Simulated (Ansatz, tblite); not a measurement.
# The cluster Ge₄F₈: rung by rung

The task here is to estimate one member of a computed series from the others.

Program: Ansatz 0.2.0, Gaussian basis. Level of theory: as each input shows. These are calculated values, not measurements.

The runs, in order: GFN1-xTB, GFN2-xTB, PBE-D4/def2-TZVP, r2SCAN-D4/def2-TZVP, BLYP-D4/def2-TZVP, r2SCANh-D4/def2-TZVP, PBE-D4/def2-SVP, PBE0-D4/def2-SVP, MP2/def2-SVP, RPA/def2-SVP.

6 further runs of the same task are left out: 4 that didn't finish, 2 set aside as unsound or not needed. Runs told in other sessions of the task aren't counted.

### The relaxed structure

The geometry is that of the singlet, from an earlier relaxation (PBE-D4/def2-SVP). At that level it is the lowest of the isomers that a small search found.

12 atoms, charge 0, spin multiplicity 1.

Bond lengths: Ge1–Ge3 2.643 Å, Ge1–F5 2.020 Å, Ge1–F7 1.814 Å, Ge2–F5 1.975 Å, Ge2–F8 1.984 Å, Ge2–F10 1.804 Å, Ge3–Ge4 2.575 Å, Ge3–F6 1.770 Å, Ge3–F11 1.758 Å, Ge4–F8 1.967 Å, Ge4–F9 1.753 Å, Ge4–F12 1.747 Å. Angles: Ge3–Ge1–F5 93.9°, Ge3–Ge1–F7 77.7°, F5–Ge1–F7 89.9°, F5–Ge2–F8 90.2°, F5–Ge2–F10 88.9°, F8–Ge2–F10 87.4°, Ge1–Ge3–Ge4 96.3°, Ge1–Ge3–F6 104.9°, Ge1–Ge3–F11 143.5°, Ge4–Ge3–F6 98.9°, Ge4–Ge3–F11 105.0°, F6–Ge3–F11 100.7°, Ge3–Ge4–F8 103.9°, Ge3–Ge4–F9 121.0°, Ge3–Ge4–F12 130.0°, F8–Ge4–F9 94.1°, F8–Ge4–F12 96.4°, F9–Ge4–F12 102.1° and more.

PBE0-D4/def2-TZVP was run before; its log isn't repeated, and its numbers join the tables.

Set-up of the first run:

Tight binding, by tblite at 300 K electronic temperature and without a spin-polarisation term:

```python
tblite.interface.Calculator('GFN1-xTB', numbers, positions, charge=0, uhf=0).singlepoint()
```

Tight binding, by tblite at 300 K electronic temperature and without a spin-polarisation term:

```python
tblite.interface.Calculator('GFN2-xTB', numbers, positions, charge=0, uhf=0).singlepoint()
```

start.molden holds the orbitals of an earlier run on this state, given as this run's starting guess.

Input file in.yaml:

```yaml
crystal:
  periodic: [false, false, false]
  atoms:
    - {symbol: Ge, position_ang: [1.579232, -2.006342, 0.417391]}
    - {symbol: Ge, position_ang: [-2.116823, -1.519821, 0.545976]}
    - {symbol: Ge, position_ang: [1.078488, -0.041099, -1.277129]}
    - {symbol: Ge, position_ang: [-0.266994, 1.414870, 0.365989]}
    - {symbol: F, position_ang: [-0.372685, -2.429931, 0.716695]}
    - {symbol: F, position_ang: [2.571323, 0.909359, -1.323940]}
    - {symbol: F, position_ang: [1.434465, -0.573424, 1.520970]}
    - {symbol: F, position_ang: [-1.353009, 0.116389, 1.367510]}
    - {symbol: F, position_ang: [-1.651829, 2.344034, -0.174939]}
    - {symbol: F, position_ang: [-1.582231, -0.869230, -1.049941]}
    - {symbol: F, position_ang: [0.409776, 0.323969, -2.861329]}
    - {symbol: F, position_ang: [0.270267, 2.331226, 1.752727]}
basis:
  gaussian: {orbitals: def2-TZVP, initial_orbitals: start.molden}
hamiltonian: {xc: pbe, dispersion: d4}
scf: {omitted_lower_state_checks: [starts]}
output: {orbitals: {seedname: orbitals}}
```

Run with:

```bash
ansatz run in.yaml --threads 4 --pin off --events-out ev --progress --plain --max-ram 6963MiB
```

Steps of the session up to this table: PBE-D4/def2-TZVP; r2SCAN-D4/def2-TZVP; BLYP-D4/def2-TZVP; r2SCANh-D4/def2-TZVP; PBE-D4/def2-SVP; PBE0-D4/def2-SVP; MP2/def2-SVP; RPA/def2-SVP.

One table of the session follows, with a row left open; its other results are not shown here.

It belongs to the step «Binding energy». 

| level | binding an atom (eV) |
| --- | --- |
| HF/def2-SVP | 2.492 |
| PBE-D4/def2-SVP | 4.102 |
| PBE-D4/def2-TZVP | 4.040 |
| BLYP-D4/def2-TZVP | 3.968 |
| r2SCAN-D4/def2-TZVP | 3.912 |
| r2SCANh-D4/def2-TZVP | ? |
| PBE0-D4/def2-SVP | 3.832 |
| PBE0-D4/def2-TZVP | 3.808 |
| RPA/def2-SVP | 3.195 |
| MP2/def2-SVP | 3.764 |

**Question.** Estimate the row for r2SCANh-D4/def2-TZVP.

As computed: binding an atom (eV): 3.828. In the column «binding an atom (eV)» it lies between PBE0-D4/def2-TZVP (3.808) and PBE0-D4/def2-SVP (3.832).

Limits of these values: Free atoms were run apart at each level; binding is atoms less cluster, divided by the number of atoms, without zero-point or spin-orbit terms.
